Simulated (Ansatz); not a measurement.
# Y2SiC: the cost of one run

Program: Ansatz 0.2.0. Level of theory: DFT PBE, scalar-relativistic, plane waves, PAW. These are calculated values, not measurements.

### 1 The system as given

Symmetry: P4/mmm, No. 123, tetragonal system. The conventional cell has a = 5.049 Å, b = 5.049 Å, c = 3.325 Å, α = 90.00°, β = 90.00°, γ = 90.00°. Y (site symmetry mmm) is surrounded by 2 C at 2.52 Å and 4 Si at 3.02 Å. Around Si (site symmetry 4/mmm) lie 8 Y at 3.02 Å. C (site symmetry 4/mmm) has 4 Y at 2.52 Å as nearest neighbours.

As a file:

```
Y Si C
1.0
     5.04900    0.00000    0.00000
     0.00000    5.04900    0.00000
     0.00000    0.00000    3.32537
Y Si C
2 1 1
Direct
  0.50000 0.00000 0.00000
  0.00000 0.50000 0.00000
  0.50000 0.50000 0.50000
  0.00000 0.00000 0.00000
```

The cell is invented: antiperovskite family, infinite layers (P4/mmm, No. 123). Its size is a rough estimate.

### 2 A first look at the guess

Contents of input.yaml:

```yaml
crystal:
  lattice:
    - [5.049, 0.0, 0.0]
    - [0.0, 5.049, 0.0]
    - [0.0, 0.0, 3.32537201]
  atoms:
    - { symbol: "Y", position: [0.5, 0.0, 0.0] }
    - { symbol: "Y", position: [0.0, 0.5, 0.0] }
    - { symbol: Si, position: [0.5, 0.5, 0.5] }
    - { symbol: C, position: [0.0, 0.0, 0.0] }
basis:
  ecutwfc: 420
kpoints:
  mp_grid: { grid: [4, 4, 6] }
hamiltonian:
  xc: pbe
scf:
  occupations: { method: gaussian, width: 0.1 }
  lower_state_search: "off"
output:
  forces: true
  stress: true
  eigenvalues: true
```

Command:

```
$ ansatz run input.yaml --threads 1 --pin off --max-ram 2048MiB --backend cpu --events-out ev --progress --plain --runs-dir out
```

Q: Estimate wall time and peak memory on 1 thread of AMD EPYC 7R43 (Zen 3), shared host.

About 2.6 s, with a peak of 0.48 GiB.
